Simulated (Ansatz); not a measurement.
# HfO: the cost of one run

Computed with Ansatz 0.2.0, Gaussian basis. Level: def2-QZVPP, core rule «outside noble gas», up to 5 orbitals frozen.

The runs, in order: UHF; ROHF; CCSD(T) on UHF.

## Step 1: The geometry

The geometry is a PBE0/def2-TZVP stationary point (not a proven minimum) of the parent state, kept for this charge and spin. No spin-orbit coupling is included. Elements past krypton take def2 core potentials.

2 atoms, charge 1, spin multiplicity 4.

Atoms are counted from 1 here; the program's logs count them from 0.

Bond lengths: Hf1–O2 2.580 Å.

## Step 2: UHF

in.yaml reads:

```yaml
crystal:
  periodic: [false, false, false]
  atoms:
    - {symbol: Hf, position_ang: [0.000000, 0.000000, 0.000000]}
    - {symbol: O, position_ang: [0.000000, 0.000000, 2.580200]}
basis:
  gaussian: {orbitals: "def2-QZVPP.json"}
total_charge: 1
magnetization: {spin_polarized: true, initial_magnetization: 3}
hamiltonian: {xc: hf}
output: {orbitals: {seedname: orbitals}}
```

Launch:

```sh
$ ansatz run in.yaml --threads 1 --pin off --events-out ev --progress --plain --max-ram 2816MiB --backend cpu
```

What time and memory should one allow on 1 thread of AMD EPYC 7R13, shared host?

About 31 s, with a peak of 0.32 GiB.
